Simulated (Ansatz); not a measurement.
# Ge2P+ (singlet): the correlation ladder, cc-pVTZ

One table from this session's results is given with a row withheld; the runs are named, their logs left out.

Program: Ansatz 0.2.0, Gaussian basis. Level of theory: cc-pVTZ, core rule «outside noble gas», up to 33 orbitals frozen. These are calculated values, not measurements.

The runs, in order: UHF; CCSD(T) on RHF; CCSD(T) on UHF; BCCD(T) on RHF; CCSDT(Q) on RHF; CCSDT(Q) on UHF; CASSCF and NEVPT2, 12 electrons in 12 orbitals.

5 further runs of the same task are left out: 5 set aside as unsound or not needed.

## The geometry

The geometry is a PBE0/def2-TZVP stationary point (not a proven minimum) of the parent state, kept for this charge and spin. No spin-orbit coupling is included. The filled d shell of Ge may be among the frozen orbitals whatever the setting's name suggests; the logs give the count.

3 atoms, charge 1, spin multiplicity 1.

Atoms are counted from 1 here; the program's logs count them from 0.

Bond lengths: Ge1–Ge2 2.630 Å, Ge1–P3 2.226 Å, Ge2–P3 2.226 Å. Angles: Ge2–Ge1–P3 53.8°, Ge1–Ge2–P3 53.8°, Ge1–P3–Ge2 72.4°.

The first run:

The input, in.yaml:

```yaml
crystal:
  periodic: [false, false, false]
  atoms:
    - {symbol: Ge, position_ang: [0.000000, 0.315664, 1.314888]}
    - {symbol: Ge, position_ang: [0.000000, 0.315664, -1.314888]}
    - {symbol: P, position_ang: [0.000000, -1.480598, 0.000000]}
basis:
  gaussian: {orbitals: cc-pVTZ}
total_charge: 1
magnetization: {spin_polarized: true, initial_magnetization: 0}
hamiltonian: {xc: hf}
output: {orbitals: {seedname: orbitals}}
```

The run is started by

```console
> ansatz run in.yaml --threads 1 --pin off --events-out ev --progress --plain --max-ram 4096MiB --backend cpu
```

Among the steps run: UHF; CCSD(T) on RHF; CCSD(T) on UHF; BCCD(T) on RHF; CCSDT(Q) on RHF; CCSDT(Q) on UHF; CASSCF and NEVPT2, 12 electrons in 12 orbitals.

One table of the session follows, with a row left open; its other results are not shown here.

| method | from RCCSDT(Q) (meV) |
| --- | --- |
| RHF | +9584.8 |
| UHF | +9454.5 |
| RMP2 | +1387.4 |
| UMP2 | +1775.1 |
| RCCSD | +752.2 |
| UCCSD | +796.0 |
| RCCSD(T) | +96.7 |
| UCCSD(T) | +140.9 |
| BCCD(T) | ? |
| RCCSDT | +75.4 |
| UCCSDT | +88.6 |
| RCCSDT(Q) | 0 |
| UCCSDT(Q) | +1.5 |
| CASSCF valence | +6077.8 |
| NEVPT2 valence | +1288.3 |

**Question.** Estimate the row for BCCD(T).

**Answer.** from RCCSDT(Q) (meV): +91.3. In the column «from RCCSDT(Q) (meV)» it lies between UCCSDT (+88.6) and RCCSD(T) (+96.7).

Caveats from the session: The determinant is far from a pure spin state, so its energy mixes those of several spin states (harmless only where they are near-degenerate, as at dissociation). Warnings: restricted reference is unstable; spin contamination; large T1 diagnostic. Restricted and unrestricted rows rest on different reference determinants; where their highest levels disagree by more than a few hundredths of an eV, they describe different states and don't form one ladder.
